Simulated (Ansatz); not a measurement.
# H2NO (SMILES N[O]): UMP2/STO-3G

What is the electronic atomisation energy of H2NO at UMP2/STO-3G? 

The calculation is run with Ansatz 0.2.0.

54 further runs of the same task are left out: 4 that didn't finish, 50 set aside as unsound or not needed.

### 1 Starting point

H2NO: 4 atoms, total charge 0, spin state doublet. As SMILES, `N[O]`. Geometry: relaxed at GFN2-xTB.

Bond lengths: N1–O2 1.277 Å, N1–H3 1.017 Å, N1–H4 1.017 Å. Angles: O2–N1–H3 118.4°, O2–N1–H4 118.4°, H3–N1–H4 119.4°.

### 2 A single-point energy at UMP2/STO-3G

run.yaml reads:

```yaml
basis:
  gaussian:
    orbitals: STO-3G
crystal:
  periodic: [false, false, false]
  atoms:
    - symbol: N
      position_ang: [-0.015110, 0.041110, -0.107550]
    - symbol: O
      position_ang: [0.804330, 0.357230, 0.819800]
    - symbol: H
      position_ang: [-0.968410, 0.390510, -0.050090]
    - symbol: H
      position_ang: [0.179190, -0.788850, -0.662160]
magnetization:
  spin_polarized: true
  initial_magnetization: 1
correlation:
  method: mp2
  frozen_orbitals: {H: 0, "N": 1, O: 1}
accuracy: high
```

Run with:

```
$ ansatz run run.yaml --threads 1 --pin off --max-ram 2610MiB --events-out events.jsonl --progress --plain --runs-dir runs
```

Log:

```text
Warning: RAYON_NUM_THREADS=1 ignored (pool sized by the plan → 1); use --threads N
Functional definition: HF
  name "HF"
  exchange = exact_x
  correlation = 0
188 factors; integrals over basis functions are off by at most 1.2e-8 eV
mean field evaluation 1: about -3497.9432 eV, gradient 1.9e1 eV
mean field evaluation 2: about -3498.0491 eV, gradient 1.9e1 eV
mean field evaluation 4: about -3501.0956 eV, gradient 3.1e0 eV
mean field evaluation 8: about -3501.4135 eV, gradient 4.7e-4 eV
mean field evaluation 16: about -3499.7317 eV, gradient 9.0e-1 eV
mean field -3501.40944769 eV, -128.6744238621 hartree, gradient 1.6e-8 eV, S^2 0.752030; 2 other end points of the search recorded, 0 dependent functions left out
2 core orbitals not correlated: weight in the atoms' cores, before any rotation towards them, 1.000 or more for the frozen orbitals, at most 0.000 for the correlated occupied ones
reference -3501.40944769 eV, -128.6744238621 hartree; 7, 6 occupied and 3, 4 virtual orbitals, 188 factors
second order -1.74159180 eV of doubles, -0.00000000 eV of singles
Total energy: -3503.15103949 eV, -128.7384261803 hartree
```

Wall time 0.06 s (1 thread of Arm Neoverse V2, shared host).

### 3 The H atom: a single-point energy at UHF/STO-3G

molecule.yaml reads:

```yaml
crystal:
  periodic: [false, false, false]
  atoms:
    - {symbol: H, position_ang: [0.000000, 0.000000, 0.000000]}
basis:
  gaussian:
    orbitals: STO-3G
hamiltonian:
  xc: hf
magnetization:
  spin_polarized: true
  initial_magnetization: 1
accuracy: high
```

Run the same way, it converges to -0.46658 Eh (log not shown).

### 4 The N atom at the same level

in.yaml reads:

```yaml
crystal:
  periodic: [false, false, false]
  atoms:
    - {symbol: N, position_ang: [0.000000, 0.000000, 0.000000]}
basis:
  gaussian: {orbitals: STO-3G}
magnetization: {spin_polarized: true, initial_magnetization: 3}
correlation: {method: mp2, frozen_orbitals: {"N": 1}}
accuracy: high
```

Run the same way, it converges to -53.71901 Eh (log not shown).

### 5 The O atom

job.yaml reads:

```yaml
crystal:
  periodic: [false, false, false]
  atoms:
    - symbol: O
      position_ang: [0.000000, 0.000000, 0.000000]
basis:
  gaussian:
    orbitals: STO-3G
magnetization:
  spin_polarized: true
  initial_magnetization: 2
correlation:
  method: mp2
  frozen_orbitals: {O: 1}
accuracy: high
```

Run the same way, it converges to -73.80415 Eh (log not shown).

### 6 What came out

At UMP2/STO-3G, 2 core orbitals frozen:

| quantity | value |
| --- | --- |
| molecule: total energy | -128.73843 Eh |
| molecule: correlation energy (2 core orbitals frozen) | -64.0 mEh |
| molecule: ⟨S²⟩ of the reference determinant | 0.752 |
| H atom: total energy | -0.46658 Eh |
| H atom: ⟨S²⟩ | 0.750 |
| N atom: total energy | -53.71901 Eh |
| N atom: correlation energy (1 core orbital frozen) | 0.0 mEh |
| N atom: ⟨S²⟩ of the reference determinant | 3.750 |
| O atom: total energy | -73.80415 Eh |
| O atom: correlation energy (1 core orbital frozen) | 0.0 mEh |
| O atom: ⟨S²⟩ of the reference determinant | 2.000 |
| electronic atomisation energy | 7.676 eV |

Taking the molecule apart into free atoms costs 7.68 eV (177 kcal/mol), before zero-point energy and without spin-orbit coupling. In a minimal basis such a difference can be off by several eV, whatever the method.
